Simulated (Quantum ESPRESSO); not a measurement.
Here is a Quantum ESPRESSO 7.5 calculation.

Contents of pw.in:

```
&CONTROL
  calculation = 'scf'
  prefix = 'pwscf'
  outdir = './tmp'
  pseudo_dir = './pseudo'
  tprnfor = .true.
  tstress = .true.
  disk_io = 'low'
/
&SYSTEM
  ibrav = 0
  nat = 5
  ntyp = 3
  ecutwfc = 36
  ecutrho = 216
  nbnd = 30
  input_dft = 'pbe'
  occupations = 'smearing'
  smearing = 'fd'
  degauss = 0.00367493
/
&ELECTRONS
  conv_thr = 1d-09
  electron_maxstep = 120
  mixing_beta = 0.5
/
ATOMIC_SPECIES
Pb   207.2000 Pb.LDA_PW-JTH.UPF
I    126.9045 I.LDA_PW-JTH.UPF
Cl    35.4500 Cl.LDA_PW-JTH.UPF
CELL_PARAMETERS angstrom
   5.1443729900    0.0000000000    0.0000000000
  -2.5721865000    4.4551577000    0.0000000000
   0.0000000000    0.0000000000    7.1147638000
ATOMIC_POSITIONS crystal
Pb     0.0000000000    0.0000000000    0.0000000000
I      0.3333333300    0.6666666700    0.5568568700
I      0.6666666700    0.3333333300    0.4431431300
Cl     0.3333333300    0.6666666700    0.7723165800
Cl     0.6666666700    0.3333333300    0.2276834200
K_POINTS automatic
6 6 4 0 0 0
```

bands.in

```
&CONTROL
  calculation = 'bands'
  prefix = 'pwscf'
  outdir = './tmp'
  pseudo_dir = './pseudo'
  disk_io = 'low'
  verbosity = 'high'
/
&SYSTEM
  ibrav = 0
  nat = 5
  ntyp = 3
  ecutwfc = 36
  ecutrho = 216
  nbnd = 30
  input_dft = 'pbe'
  occupations = 'smearing'
  smearing = 'fd'
  degauss = 0.00367493
/
&ELECTRONS
  conv_thr = 1d-08
  electron_maxstep = 120
  mixing_beta = 0.5
  diago_full_acc = .true.
/
ATOMIC_SPECIES
Pb   207.2000 Pb.LDA_PW-JTH.UPF
I    126.9045 I.LDA_PW-JTH.UPF
Cl    35.4500 Cl.LDA_PW-JTH.UPF
CELL_PARAMETERS angstrom
   5.1443729900    0.0000000000    0.0000000000
  -2.5721865000    4.4551577000    0.0000000000
   0.0000000000    0.0000000000    7.1147638000
ATOMIC_POSITIONS crystal
Pb     0.0000000000    0.0000000000    0.0000000000
I      0.3333333300    0.6666666700    0.5568568700
I      0.6666666700    0.3333333300    0.4431431300
Cl     0.3333333300    0.6666666700    0.7723165800
Cl     0.6666666700    0.3333333300    0.2276834200
K_POINTS crystal
60
 0.0000000000  0.0000000000  0.0000000000 1
 0.0714285714  0.0000000000  0.0000000000 1
 0.1428571429  0.0000000000  0.0000000000 1
 0.2142857143  0.0000000000  0.0000000000 1
 0.2857142857  0.0000000000  0.0000000000 1
 0.3571428571  0.0000000000  0.0000000000 1
 0.4285714286  0.0000000000  0.0000000000 1
 0.5000000000  0.0000000000  0.0000000000 1
 0.4583333333  0.0833333333  0.0000000000 1
 0.4166666667  0.1666666667  0.0000000000 1
 0.3750000000  0.2500000000  0.0000000000 1
 0.3333333333  0.3333333333  0.0000000000 1
 0.2962962963  0.2962962963  0.0000000000 1
 0.2592592593  0.2592592593  0.0000000000 1
 0.2222222222  0.2222222222  0.0000000000 1
 0.1851851852  0.1851851852  0.0000000000 1
 0.1481481481  0.1481481481  0.0000000000 1
 0.1111111111  0.1111111111  0.0000000000 1
 0.0740740741  0.0740740741  0.0000000000 1
 0.0370370370  0.0370370370  0.0000000000 1
 0.0000000000  0.0000000000  0.0000000000 1
 0.0000000000  0.0000000000  0.1250000000 1
 0.0000000000  0.0000000000  0.2500000000 1
 0.0000000000  0.0000000000  0.3750000000 1
 0.0000000000  0.0000000000  0.5000000000 1
 0.0625000000  0.0000000000  0.5000000000 1
 0.1250000000  0.0000000000  0.5000000000 1
 0.1875000000  0.0000000000  0.5000000000 1
 0.2500000000  0.0000000000  0.5000000000 1
 0.3125000000  0.0000000000  0.5000000000 1
 0.3750000000  0.0000000000  0.5000000000 1
 0.4375000000  0.0000000000  0.5000000000 1
 0.5000000000  0.0000000000  0.5000000000 1
 0.4583333333  0.0833333333  0.5000000000 1
 0.4166666667  0.1666666667  0.5000000000 1
 0.3750000000  0.2500000000  0.5000000000 1
 0.3333333333  0.3333333333  0.5000000000 1
 0.3030303030  0.3030303030  0.5000000000 1
 0.2727272727  0.2727272727  0.5000000000 1
 0.2424242424  0.2424242424  0.5000000000 1
 0.2121212121  0.2121212121  0.5000000000 1
 0.1818181818  0.1818181818  0.5000000000 1
 0.1515151515  0.1515151515  0.5000000000 1
 0.1212121212  0.1212121212  0.5000000000 1
 0.0909090909  0.0909090909  0.5000000000 1
 0.0606060606  0.0606060606  0.5000000000 1
 0.0303030303  0.0303030303  0.5000000000 1
 0.0000000000  0.0000000000  0.5000000000 1
 0.5000000000  0.0000000000  0.5000000000 1
 0.5000000000  0.0000000000  0.4000000000 1
 0.5000000000  0.0000000000  0.3000000000 1
 0.5000000000  0.0000000000  0.2000000000 1
 0.5000000000  0.0000000000  0.1000000000 1
 0.5000000000  0.0000000000  0.0000000000 1
 0.3333333333  0.3333333333  0.0000000000 1
 0.3333333333  0.3333333333  0.1000000000 1
 0.3333333333  0.3333333333  0.2000000000 1
 0.3333333333  0.3333333333  0.3000000000 1
 0.3333333333  0.3333333333  0.4000000000 1
 0.3333333333  0.3333333333  0.5000000000 1
```

Potentials or basis: JTH 2.0 LDA.

Run with:

```console
$ OMP_NUM_THREADS=1 pw.x -in pw.in > pw.out
$ OMP_NUM_THREADS=1 pw.x -in bands.in > bands.out
```

(1) Estimate the largest force.

(2) Predict the band gap on the k mesh.

Results:

(1) 91.774 eV/Å.

(2) none (metal or under the smearing width).

Caveat: the potentials were made for another functional, which shifts forces and pressure; the cell as given lies far from equilibrium; some levels on the path didn't converge; spin-orbit coupling is left out, which moves the levels of the heavy elements.
